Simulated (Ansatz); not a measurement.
# The arsenic atom (quartet): the correlation ladder, def2-TZVP

Aim: climb from Hartree-Fock through coupled cluster and multireference methods for the arsenic atom (quartet) at one geometry and basis, and see what each rung misses.

Computed with Ansatz 0.2.0, Gaussian basis. Level: def2-TZVP, core rule «outside noble gas», up to 14 orbitals frozen.

Plan: CCSD(T) on UHF; BCCD(T) on ROHF; CISD; CCSDT(Q) on ROHF; CCSDT(Q) on UHF; CISDTQ; CASSCF and MRCISD+Q, 5 electrons in 4 orbitals; CASSCF and MRCISD+Q(relaxed), 5 electrons in 4 orbitals; CASSCF and NEVPT4(SD), 5 electrons in 4 orbitals; CASSCF and NEVPT2, 5 electrons in 4 orbitals; Full CI.

## (1) The atom

A free atom, in its lowest state of this spin that the program finds. No spin-orbit coupling is included. The filled d shell of As may be among the frozen orbitals whatever the setting's name suggests; the logs give the count.

1 atom, charge 0, spin multiplicity 4.

## (2) CCSD(T) on UHF

Contents of in.yaml:

```yaml
crystal:
  periodic: [false, false, false]
  atoms:
    - {symbol: As, position_ang: [0.000000, 0.000000, 0.000000]}
basis:
  gaussian: {orbitals: def2-TZVP}
magnetization: {spin_polarized: true, initial_magnetization: 3}
correlation: {method: ccsd_t, electrons: outside_noble_gas}
```

Started as:

```
> ansatz run in.yaml --threads 1 --pin off --events-out ev --progress --plain --max-ram 3916MiB
```

The runs that follow: BCCD(T) on ROHF; CISD; CCSDT(Q) on ROHF; CCSDT(Q) on UHF; CISDTQ; CASSCF and MRCISD+Q, 5 electrons in 4 orbitals; CASSCF and MRCISD+Q(relaxed), 5 electrons in 4 orbitals; CASSCF and NEVPT4(SD), 5 electrons in 4 orbitals; CASSCF and NEVPT2, 5 electrons in 4 orbitals; Full CI.

Q: Predict the results of all the runs planned. Wanted: FCI below the UHF energy; UMP2 from FCI; UCCSD(T) from FCI; UCCSDT(Q) from FCI; NEVPT2 valence from FCI; NEVPT4(SD) valence from FCI; MRCISD+Q valence from FCI; effectively unpaired electrons.

**Answer**, as computed:

```
                         quantity                                                                                                  value
         FCI below the UHF energy                                                                                             -2.4140 eV
                    UMP2 from FCI                                                                                        +10.67 kcal/mol
                UCCSD(T) from FCI                                                                                         -0.03 kcal/mol
               UCCSDT(Q) from FCI                                                                                         -0.43 kcal/mol
          NEVPT2 valence from FCI                                                                                        +11.33 kcal/mol
      NEVPT4(SD) valence from FCI                                                                                         +0.84 kcal/mol
        MRCISD+Q valence from FCI                                                                                         +0.10 kcal/mol
levels within 1 kcal/mol (43 meV)  UCCSD(T), BCCD(T), UCCSDT, UCCSDT(Q), NEVPT4(SD) valence, MRCISD+Q valence, MRCISD+Q(relaxed) valence
   effectively unpaired electrons                                                                                                   3.01
```

What this shows: UCCSD(T) lands -0.03 kcal/mol from the yardstick (0.0 % of the correlation energy). UCCSDT, UCCSDT(Q) fall below full CI: unrestricted runs freeze a spin-polarised core, another one than full CI's, and coupled cluster isn't variational. One determinant dominates. Of the multireference levels listed MRCISD+Q valence comes nearest in total energy (+0.10 kcal/mol), which doesn't show that its space is the better one. These misses are within one basis, not against nature; the frozen cores of restricted and unrestricted runs differ, which can shift their rows.
